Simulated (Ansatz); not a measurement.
Runs of Ansatz 0.2.0 on GaGe. Symmetry: F-43m, No. 216, cubic system. Conventional cell: a = 5.796 Å, b = 5.796 Å, c = 5.796 Å, α = 90.00°, β = 90.00°, γ = 90.00°. Ge (site symmetry -43m) is surrounded by 4 Ga at 2.51 Å. Around Ga (site symmetry -43m) lie 4 Ge at 2.51 Å. The cell comes from a database or a generator and needn't be the stable form of this composition.

```tsv
task	level	points for each segment of the path	gap on the mesh (eV)	pressure (GPa)	V0 of scaled cells (Å³/atom)	B0 (GPa)
equation of state	HSE06	-	-	-	23.79	(a)
equation of state	PBE0	-	-	-	(b)	57
band structure	HSE06	4	none	-1.2	-	-
single point	PBE0	-	none	-1.4	-	-
```

Alike in all rows: potentials or basis Ansatz PAW; no spin polarisation; cell as given; k mesh 6 × 6 × 6; cutoff (eV) 420; smearing fermi-dirac 0.05 eV.

Task: Fill in the values left out.

Result: (a) 56; (b) 23.72.

Caveats: the PAW data sets were made with another functional, which shifts forces and pressure a little (some runs); the PAW data sets come from PBE, with cores solved anew for the run's functional, which leaves a small shift of forces and pressure (some runs); the thresholds are loose for stress (some runs).

A k mesh can miss the band edges, and the runs leave out spin-orbit coupling on Ga, Ge.

A gap of «none» marks a metal or a gap under the smearing width.
